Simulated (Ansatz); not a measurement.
# SiAsH₃ (singlet): the correlation ladder, cc-pVDZ

Aim: climb from Hartree-Fock through coupled cluster and multireference methods for SiAsH₃ (singlet) at one geometry and basis, and see what each rung misses.

Computed with Ansatz 0.2.0, Gaussian basis. Level: cc-pVDZ, core rule «outside noble gas», up to 19 orbitals frozen.

To be run: UHF; CCSD(T) on RHF; BCCD(T) on RHF; CISD; CCSDT(Q) on RHF; CCSDTQ on RHF; CASSCF and MRCISD+Q, 12 electrons in 11 orbitals; CASSCF and NEVPT2, 12 electrons in 11 orbitals.

3 further runs of the same task are left out: 3 set aside as unsound or not needed. Runs told in other sessions of the task aren't counted.

### 1 The system

The geometry is a PBE0/def2-TZVP stationary point (not a proven minimum). No spin-orbit coupling is included. The filled d shell of As may be among the frozen orbitals whatever the setting's name suggests.

5 atoms, charge 0, spin multiplicity 1.

Atoms are counted from 1 here; the program's logs count them from 0.

Bond lengths: Si1–As2 2.171 Å, Si1–H3 1.704 Å, Si1–H4 1.493 Å, Si1–H5 1.493 Å, As2–H3 1.707 Å. Angles: As2–Si1–H3 50.5°, As2–Si1–H4 126.6°, As2–Si1–H5 126.6°, H3–Si1–H4 108.5°, H3–Si1–H5 108.5°, H4–Si1–H5 106.0°, Si1–As2–H3 50.4°, Si1–H3–As2 79.1°.

### 2 UHF

Contents of in.yaml:

```yaml
crystal:
  periodic: [false, false, false]
  atoms:
    - {symbol: Si, position_ang: [-0.041835, 0.000000, 1.526862]}
    - {symbol: As, position_ang: [-0.003359, 0.000000, -0.643757]}
    - {symbol: H, position_ang: [1.292447, 0.000000, 0.467020]}
    - {symbol: H, position_ang: [0.061472, 1.192704, 2.419746]}
    - {symbol: H, position_ang: [0.061472, -1.192704, 2.419746]}
basis:
  gaussian: {orbitals: cc-pVDZ}
magnetization: {spin_polarized: true, initial_magnetization: 0}
hamiltonian: {xc: hf}
output: {orbitals: {seedname: orbitals}}
```

The run is started by

```sh
$ ansatz run in.yaml --threads 1 --pin off --events-out ev --progress --plain --max-ram 4096MiB --backend cpu
```

The runs that follow: CCSD(T) on RHF; BCCD(T) on RHF; CISD; CCSDT(Q) on RHF; CCSDTQ on RHF; CASSCF and MRCISD+Q, 12 electrons in 11 orbitals; CASSCF and NEVPT2, 12 electrons in 11 orbitals.

Before running them: what should the planned runs give, taken together? Wanted: RCCSDTQ from the RHF energy; RMP2 from RCCSDTQ; RCCSD from RCCSDTQ; RCCSD(T) from RCCSDTQ; RCCSDT(Q) from RCCSDTQ; NEVPT2 valence from RCCSDTQ; MRCISD+Q valence from RCCSDTQ; T1 diagnostic; effectively unpaired electrons.

As calculated:

| quantity | value |
| --- | --- |
| RCCSDTQ from the RHF energy | -6.7517 eV |
| RMP2 from RCCSDTQ | +1250.3 meV |
| RCCSD from RCCSDTQ | +269.4 meV |
| RCCSD(T) from RCCSDTQ | +45.3 meV |
| RCCSDT(Q) from RCCSDTQ | +0.4 meV |
| NEVPT2 valence from RCCSDTQ | +1060.7 meV |
| MRCISD+Q valence from RCCSDTQ | +15.5 meV |
| levels within 1 kcal/mol (43 meV) | RCCSDT, RCCSDT(Q), MRCISD+Q valence |
| T1 diagnostic | 0.015 |
| effectively unpaired electrons | 0.04 |

RCCSD(T) misses by +45.3 meV, 0.7 % of the correlation energy. One determinant dominates. Of the multireference levels listed MRCISD+Q valence comes nearest in total energy (+15.5 meV), which doesn't show that its space is the better one. These misses are within one basis, not against nature.
